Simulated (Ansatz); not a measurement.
# NaB: the cost of one run

Computed with Ansatz 0.2.0 through its Python package. The levels of theory stand in the script.

## 1. Starting point

It takes space group Fm-3m (No. 225, cubic). The conventional cell has a = 5.368 Å, b = 5.368 Å, c = 5.368 Å, α = 90.00°, β = 90.00°, γ = 90.00°. Na (site symmetry m-3m) is surrounded by 6 B at 2.68 Å. B (site symmetry m-3m) is surrounded by 6 Na at 2.68 Å.

The script reads nab.cif:

```cif
data_NaB
_cell_length_a 3.795564
_cell_length_b 3.795564
_cell_length_c 3.795564
_cell_angle_alpha 60.00000
_cell_angle_beta 60.00000
_cell_angle_gamma 60.00000
_symmetry_space_group_name_H-M 'P 1'
_symmetry_Int_Tables_number 1
loop_
_symmetry_equiv_pos_as_xyz
'x, y, z'
loop_
_atom_site_label
_atom_site_type_symbol
_atom_site_fract_x
_atom_site_fract_y
_atom_site_fract_z
Na1 Na    0.000000    0.000000    0.000000
B2 B    0.500000    0.500000    0.500000
```

## 2. The code

run_xc.py

```python
# -*- coding: utf-8 -*-
import csv

import ansatz as az
from ase.io import read


def main():
    atoms = read("nab.cif")
    cell = az.Crystal.from_ase(atoms)

    setup = (
        cell.calculation()
        .kpoints(11, 11, 11)
        .occupations("gaussian", width=50 * az.meV)
        .stress()
    )

    rows = []
    for value in ["r2scan", "lda", "pbesol", "pbe"]:
        report = setup.functional(value).run(threads=1, pin="off").report
        rows.append((value, report["free_energy_ev"] / len(report["lattice"]["sites"]), report["n_iterations"], sum(report["stress_gpa"][i][i] for i in range(3)) / 3, report["n_kpoints"]))

    with open("xc.csv", "w", newline="") as handle:
        writer = csv.writer(handle)
        writer.writerow(["functional", "F/atom (eV)", "iterations", "P (GPa)", "k-points"])
        writer.writerows([round(v, 5) if isinstance(v, float) else v for v in row] for row in rows)
    print(open("xc.csv").read())


if __name__ == "__main__":
    main()
```

## 3. The input behind the calls

The engine receives this input (first run):

```yaml
crystal:
  lattice:
    - [3.795564, 0.0, 0.0]
    - [1.8977820000000005, 3.287054845689679, 0.0]
    - [1.8977820000000005, 1.0956849485632265, 3.099065028692363]
  atoms:
    - { symbol: Na, position: [0.0, 0.0, 0.0] }
    - { symbol: B, position: [0.5, 0.5000000000000001, 0.49999999999999994] }
kpoints:
  mp_grid:
    grid: [11, 11, 11]
hamiltonian:
  xc: r2scan
scf:
  occupations:
    method: gaussian
    width: 0.05
output:
  stress: true
```

## 4. Launch

On the command line:

```sh
$ python run_xc.py
```

What time and memory should one allow on 1 thread of Arm Neoverse V2, shared host?

About 7.1 s, with a peak of 0.51 GiB.
